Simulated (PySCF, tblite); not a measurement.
# C7H10B2: geometry, infrared bands and NMR shifts

Wanted: the infrared bands and NMR shifts of C7H10B2 (`B[C@]1(C#C)BCCC1=C`), by calculation.

Programs: tblite 0.8.0 and PySCF 2.14.0, with density-fitted response routines of our own. Each step states its level of theory. These are calculated values for one molecule in the gas phase, unless marked as measured. Atoms count from 0, in the outputs and in this text.

## 1. The molecule as given

19 atoms, charge 0, multiplicity 1; geometry from: force field or distance geometry start.

Bonds of the start (Å): B0–C1 1.58, C1–C2 1.48, C2–C3 1.22, C1–B4 1.59, B4–C5 1.59, C5–C6 1.50, C6–C7 1.51, C7–C8 1.34, C7–C1 1.49, B0–H9 1.20, B0–H10 1.19, C3–H11 1.05, B4–H12 1.19, C5–H13 1.11, C5–H14 1.11, C6–H15 1.09, C6–H16 1.09, C8–H17 1.09, C8–H18 1.07.

## 2. Relaxing the molecule with GFN2-xTB

The job: settings as JSON, then the geometry in Å.

```
{"job": {"kind": "relax", "xc": "GFN2-xTB", "basis": "xTB"}, "charge": 0, "multiplicity": 1}
B      0.840800    -1.745200     1.078700
C      0.496200    -0.358500     0.413000
C      1.732200     0.135900    -0.229800
C      2.722500     0.579900    -0.786000
B     -0.125500     0.703500     1.414200
C     -1.264300     1.442700     0.577200
C     -0.943300     1.027300    -0.833100
C     -0.593700    -0.418000    -0.595000
C     -1.137300    -1.499500    -1.165400
H      0.991800    -1.752800     2.266800
H      1.584100    -2.447600     0.461800
H      3.582000     0.961700    -1.249400
H      0.075100     0.839200     2.583000
H     -1.151900     2.546500     0.623000
H     -2.282400     1.132400     0.890500
H     -0.009700     1.514200    -1.112500
H     -1.771500     1.166900    -1.534100
H     -1.936400    -1.324500    -1.889100
H     -0.818300    -2.494800    -0.921400
```

Started as:

```console
$ OMP_NUM_THREADS=1 python probes_run.py task.json out
```

This one command runs all jobs of the session in turn.

**Question.** This job is followed by: GFN2-xTB harmonic vibrations, gas phase; GIAO PBE0/pcSseg-1 NMR shielding, non-relativistic, gas phase. What will the session give for the following? strongest single infrared mode (GFN2-xTB); zero-point energy (GFN2-xTB); ¹³C shifts against TMS (PBE0/pcSseg-1); ¹H shifts against TMS (PBE0/pcSseg-1, means over atoms taken as alike); ¹¹B shifts against BF3·OEt2 (PBE0/pcSseg-1); surface potential, 1st and 99th percentile.

The runs gave:

| quantity | value |
| --- | --- |
| strongest single infrared mode (GFN2-xTB) | 2676 cm⁻¹, 221 km/mol |
| zero-point energy (GFN2-xTB) | 90.9 kcal/mol |
| ¹³C shifts against TMS (PBE0/pcSseg-1) | 167.6, 114.7, 107.0, 74.1, 71.0, 37.8, 29.7 ppm |
| ¹H shifts against TMS (PBE0/pcSseg-1, means over atoms taken as alike) | 7.57, 5.23, 5.23, 4.51, 3.39, 2.77, 2.72, 1.86, 1.46 ppm |
| ¹¹B shifts against BF3·OEt2 (PBE0/pcSseg-1) | 84.2, 30.8 ppm |
| surface potential, 1st and 99th percentile | -0.82 V and 1.70 V |

**Reading.** Over 211 steps the energy fell by 1.002 eV; of the close pairs, C1–B4 changed most, 1.586 to 1.547 Å. All 51 modes are real, so the xTB geometry is a minimum. The strongest single mode, at 2676 cm⁻¹, moves mainly H12. GFN2-xTB is a fitted tight-binding method: band positions and strengths are rough. Its intensities can rank the bands wrongly. At PBE0/pcSseg-1: Shielding is most anisotropic at C2 (span 298 ppm, paramagnetic term -145 ppm). By nearest atom (PBE0/pcSseg-1), the HOMO sits on C8 36 %; C7 24 % and the LUMO on C3 27 %; B0 25 %.
